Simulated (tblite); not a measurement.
# C9H15F: the cost of one run

Programs: tblite 0.8.0 and PySCF 2.14.0, with density-fitted response routines of our own. Each step states its level of theory. These are calculated values for one molecule in the gas phase, unless marked as measured. Atoms are numbered from 0 throughout.

## 1. The starting structure

25 atoms, charge 0, multiplicity 1; geometry from: force field or distance geometry start.

Bonds of the start (Å): C0–C1 1.35, C1–C2 1.46, C2–C3 1.48, C3–C4 1.49, C4–C5 1.46, C5–C6 1.51, C4–C7 1.35, C7–C8 1.51, C7–F9 1.36, C0–H10 1.06, C0–H11 1.09, C1–H12 1.11, C2–H13 1.14, C2–H14 1.12, C3–H15 1.14, C3–H16 1.12, C5–H17 1.10, C5–H18 1.13, C6–H19 1.10, C6–H20 1.11, C6–H21 1.11, C8–H22 1.12, C8–H23 1.11, C8–H24 1.10.

## 2. Optimising the geometry with GFN2-xTB

What the job is given:

```
{"job": {"kind": "relax", "xc": "GFN2-xTB", "basis": "xTB"}, "charge": 0, "multiplicity": 1}
C      2.541700     1.513000     0.995400
C      2.375400     0.348600     0.329700
C      1.843800     0.251900    -1.023800
C      0.646500    -0.580100    -1.272300
C     -0.569600    -0.205400    -0.499000
C     -0.724800    -0.225500     0.948300
C     -0.465800    -1.570800     1.574200
C     -1.654300     0.187900    -1.206600
C     -2.919500     0.581300    -0.490900
F     -1.662200     0.222300    -2.563100
H      2.929700     1.527900     1.983100
H      2.253500     2.459200     0.543800
H      2.696600    -0.531700     0.933700
H      1.547900     1.326200    -1.270600
H      2.669400    -0.036100    -1.719300
H      0.852200    -1.694600    -1.133300
H      0.350700    -0.512200    -2.353700
H     -0.086700     0.528600     1.433100
H     -1.775400     0.046800     1.279800
H     -0.789400    -2.359900     0.876800
H      0.627800    -1.656200     1.719100
H     -0.950300    -1.679600     2.566000
H     -3.619500     0.933500    -1.285500
H     -3.363100    -0.298300     0.028200
H     -2.765400     1.447400     0.173500
```

The run is started by

```
$ OMP_NUM_THREADS=1 python probes_run.py task.json out
```

This one command runs all jobs of the session in turn.

**Question.** How long does this first job take on 1 thread of Arm Neoverse V1, shared host, and how much memory does it need?

About 1.7 s, with a peak of 0.18 GiB.
